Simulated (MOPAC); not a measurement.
# C2H2BF (SMILES FB1C=C1) at 5 levels

We compute a comparison of 5 runs (AM1, MNDO, PM3, PM6, PM7) of C2H2BF. 

Program for the calculation: MOPAC 23.2.5.

8 further runs of the same task are left out: 2 that didn't finish, 6 set aside as unsound or not needed.

## (1) The molecule

C2H2BF has 6 atoms, charge 0, and is taken as a singlet. As SMILES, `FB1C=C1`. The shape is that of a GFN2-xTB optimisation.

Bond lengths: F1–B2 1.318 Å, B2–C3 1.483 Å, B2–C4 1.483 Å, C3–C4 1.363 Å, C3–H5 1.071 Å, C4–H6 1.071 Å. Angles: F1–B2–C3 152.6°, F1–B2–C4 152.7°, C3–B2–C4 54.7°, B2–C3–C4 62.6°, B2–C4–C3 62.6°, B2–C3–H5 160.7°, C4–C3–H5 136.6°, B2–C4–H6 160.7°, C3–C4–H6 136.7°.

## (2) Energy and gradient at AM1 (run 1)

File calc.mop:

```
AM1 DISP GRADIENTS BONDS 1SCF AUX(PRECISION=6) THREADS=1
gradient of C2H2BF

F -1.100980 1 -1.867880 1 0.484180 1
B -0.448120 1 -0.759530 1 0.196930 1
C 0.789130 1 0.052650 1 0.101050 1
C -0.379020 1 0.642530 1 -0.281620 1
H 1.821010 1 0.334170 1 0.158790 1
H -0.682020 1 1.598060 1 -0.659340 1
```

Launch:

```
$ mopac calc.mop
```

calc.out:

```text
MOPAC v23.2.5
AM1 CALCULATION RESULTS
[...]
           Empirical Formula: C2 H2 F B  =     6 atoms
      MOLECULAR POINT GROUP   :   C2v
[...]
     SCF FIELD WAS ACHIEVED
[...]
                              SUM =         -2.28424 KCAL/MOL = FINAL HEAT OF FORMATION
          TOTAL ENERGY            =       -836.57470 EV
          ELECTRONIC ENERGY       =      -1838.56187 EV
          CORE-CORE REPULSION     =       1001.98717 EV
          COSMO AREA              =         90.68 SQUARE ANGSTROMS
          COSMO VOLUME            =         73.59 CUBIC ANGSTROMS
          GRADIENT NORM           =        104.93378          =       42.83904 PER ATOM
          IONIZATION POTENTIAL    =         10.429173 EV
          HOMO LUMO ENERGIES (EV) =        -10.429  0.824
          NO. OF FILLED LEVELS    =         10
          MOLECULAR WEIGHT        =         55.8462         POINT GROUP:  C2v
[...]
                             CARTESIAN COORDINATES
   1    F       -1.100980000    -1.867880000     0.484180000
   2    B       -0.448120000    -0.759530000     0.196930000
   3    C        0.789130000     0.052650000     0.101050000
   4    C       -0.379020000     0.642530000    -0.281620000
   5    H        1.821010000     0.334170000     0.158790000
   6    H       -0.682020000     1.598060000    -0.659340000
           Empirical Formula: C2 H2 F B  =     6 atoms
      MOLECULAR POINT GROUP   :   C2v
[...]
              NET ATOMIC CHARGES AND DIPOLE CONTRIBUTIONS
  ATOM NO.   TYPE          CHARGE      No. of ELECS.   s-Pop       p-Pop
    1          F          -0.093617        7.0936     1.88206     5.21156
    2          B           0.269058        2.7309     1.05835     1.67260
    3          C          -0.243910        4.2439     1.29964     2.94427
    4          C          -0.243800        4.2438     1.29957     2.94423
    5          H           0.156114        0.8439     0.84389
    6          H           0.156156        0.8438     0.84384
 DIPOLE           X         Y         Z       TOTAL
 POINT-CHG.     0.289     0.493    -0.127     0.586
 HYBRID         0.289     0.491    -0.127     0.583
 SUM            0.578     0.984    -0.254     1.169
[...]
 * JOB ENDED NORMALLY *
[...]
```

It took 0.04 s on 1 thread of Arm Neoverse N1, shared host.

## (3) Energy and gradient at MNDO (run 2)

File c2h2bf.mop:

```
MNDO 1SCF BONDS DISP GRADIENTS AUX(PRECISION=6) THREADS=1
C2H2BF

F -1.100980 1 -1.867880 1 0.484180 1
B -0.448120 1 -0.759530 1 0.196930 1
C 0.789130 1 0.052650 1 0.101050 1
C -0.379020 1 0.642530 1 -0.281620 1
H 1.821010 1 0.334170 1 0.158790 1
H -0.682020 1 1.598060 1 -0.659340 1
```

Launch:

```
$ mopac c2h2bf.mop
```

c2h2bf.out:

```text
MOPAC v23.2.5
MNDO CALCULATION RESULTS
[...]
           Empirical Formula: C2 H2 F B  =     6 atoms
      MOLECULAR POINT GROUP   :   C2v
[...]
     SCF FIELD WAS ACHIEVED
[...]
                              SUM =        -27.29683 KCAL/MOL = FINAL HEAT OF FORMATION
          TOTAL ENERGY            =       -833.04055 EV
          ELECTRONIC ENERGY       =      -1840.80206 EV
          CORE-CORE REPULSION     =       1007.76151 EV
          COSMO AREA              =         90.68 SQUARE ANGSTROMS
          COSMO VOLUME            =         73.59 CUBIC ANGSTROMS
          GRADIENT NORM           =         62.91877          =       25.68648 PER ATOM
          IONIZATION POTENTIAL    =         11.065029 EV
          HOMO LUMO ENERGIES (EV) =        -11.065  0.543
          NO. OF FILLED LEVELS    =         10
          MOLECULAR WEIGHT        =         55.8462         POINT GROUP:  C2v
[...]
                             CARTESIAN COORDINATES
   1    F       -1.100980000    -1.867880000     0.484180000
   2    B       -0.448120000    -0.759530000     0.196930000
   3    C        0.789130000     0.052650000     0.101050000
   4    C       -0.379020000     0.642530000    -0.281620000
   5    H        1.821010000     0.334170000     0.158790000
   6    H       -0.682020000     1.598060000    -0.659340000
           Empirical Formula: C2 H2 F B  =     6 atoms
      MOLECULAR POINT GROUP   :   C2v
[...]
              NET ATOMIC CHARGES AND DIPOLE CONTRIBUTIONS
  ATOM NO.   TYPE          CHARGE      No. of ELECS.   s-Pop       p-Pop
    1          F          -0.129248        7.1292     1.82586     5.30339
    2          B           0.094096        2.9059     1.04180     1.86411
    3          C          -0.077945        4.0779     1.25443     2.82352
    4          C          -0.077791        4.0778     1.25439     2.82341
    5          H           0.095429        0.9046     0.90457
    6          H           0.095459        0.9045     0.90454
 DIPOLE           X         Y         Z       TOTAL
 POINT-CHG.     0.849     1.442    -0.374     1.715
 HYBRID         0.216     0.367    -0.095     0.436
 SUM            1.065     1.809    -0.468     2.151
[...]
 * JOB ENDED NORMALLY *
[...]
```

Run time: 0.04 s. Hardware: 1 thread of Arm Neoverse N1, shared host.

Runs 3 to 4 aren't shown in full; the table further down has their settings and results.

## (4) Energy and gradient at PM7 (run 5)

File job.mop:

```
PM7 1SCF DISP GRADIENTS BONDS AUX(PRECISION=9) THREADS=1
C2H2BF, PM7

F -1.100980 1 -1.867880 1 0.484180 1
B -0.448120 1 -0.759530 1 0.196930 1
C 0.789130 1 0.052650 1 0.101050 1
C -0.379020 1 0.642530 1 -0.281620 1
H 1.821010 1 0.334170 1 0.158790 1
H -0.682020 1 1.598060 1 -0.659340 1
```

Launch:

```
$ mopac job.mop
```

job.out:

```text
MOPAC v23.2.5
PM7 CALCULATION RESULTS
[...]
           Empirical Formula: C2 H2 F B  =     6 atoms
      MOLECULAR POINT GROUP   :   C2v
[...]
     SCF FIELD WAS ACHIEVED
[...]
                              SUM =        -35.79756 KCAL/MOL = FINAL HEAT OF FORMATION
          TOTAL ENERGY            =       -794.64609 EV
          ELECTRONIC ENERGY       =      -1736.30671 EV
          CORE-CORE REPULSION     =        941.66062 EV
          COSMO AREA              =         90.68 SQUARE ANGSTROMS
          COSMO VOLUME            =         73.59 CUBIC ANGSTROMS
          GRADIENT NORM           =         72.07041          =       29.42262 PER ATOM
          IONIZATION POTENTIAL    =         10.746562 EV
          HOMO LUMO ENERGIES (EV) =        -10.747 -0.632
          NO. OF FILLED LEVELS    =         10
          MOLECULAR WEIGHT        =         55.8462         POINT GROUP:  C2v
[...]
                             CARTESIAN COORDINATES
   1    F       -1.100980000    -1.867880000     0.484180000
   2    B       -0.448120000    -0.759530000     0.196930000
   3    C        0.789130000     0.052650000     0.101050000
   4    C       -0.379020000     0.642530000    -0.281620000
   5    H        1.821010000     0.334170000     0.158790000
   6    H       -0.682020000     1.598060000    -0.659340000
           Empirical Formula: C2 H2 F B  =     6 atoms
      MOLECULAR POINT GROUP   :   C2v
[...]
              NET ATOMIC CHARGES AND DIPOLE CONTRIBUTIONS
  ATOM NO.   TYPE          CHARGE      No. of ELECS.   s-Pop       p-Pop
    1          F          -0.271380        7.2714     1.94348     5.32790
    2          B           0.275912        2.7241     0.59155     2.13254
    3          C          -0.180453        4.1805     1.12762     3.05283
    4          C          -0.180592        4.1806     1.12761     3.05298
    5          H           0.178241        0.8218     0.82176
    6          H           0.178271        0.8217     0.82173
 DIPOLE           X         Y         Z       TOTAL
 POINT-CHG.     1.461     2.480    -0.642     2.949
 HYBRID        -0.048    -0.080     0.021     0.096
 SUM            1.413     2.399    -0.621     2.853
[...]
 * JOB ENDED NORMALLY *
[...]
```

It took 0.04 s on 1 thread of Arm Neoverse N1, shared host.

## (5) All runs side by side

| run | level | heat of formation (kcal/mol) | dipole moment (D) | HOMO energy (eV) | LUMO energy (eV) | wall time |
| --- | --- | --- | --- | --- | --- | --- |
| 1 | AM1 | -2.28 | 1.17 | -10.43 | 0.82 | 0.04 s |
| 2 | MNDO | -27.30 | 2.15 | -11.06 | 0.54 | 0.04 s |
| 3 | PM3 | -31.04 | 2.48 | -11.60 | 0.05 | 0.04 s |
| 4 | PM6 | -19.29 | 1.43 | -10.39 | 0.53 | 0.04 s |
| 5 | PM7 | -35.80 | 2.85 | -10.75 | -0.63 | 0.04 s |

## (6) What came out

| quantity | value |
| --- | --- |
| run 5: total energy | -29.20271 Eh |
| run 5: dipole moment | 2.85 D |
| run 5: HOMO energy | -10.75 eV |
| run 5: LUMO energy | -0.63 eV |
| run 5: HOMO–LUMO gap | 10.12 eV |
| run 5: dispersion energy | -0.51 kJ/mol |
| run 5: heat of formation at this unrelaxed shape | -35.8 kcal/mol |
| run 5: largest force on an atom | 1.959 eV/Å |

What this shows: The dipole moment (its size) runs from 1.17 D (AM1) to 2.85 D (PM7). The HOMO–LUMO gap runs from 10.12 eV (PM7) to 11.65 eV (PM3). Force-field and semi-empirical energies have zeros of their own, so their totals don't compare. All runs together took 0.2 s, the longest 0.04 s.
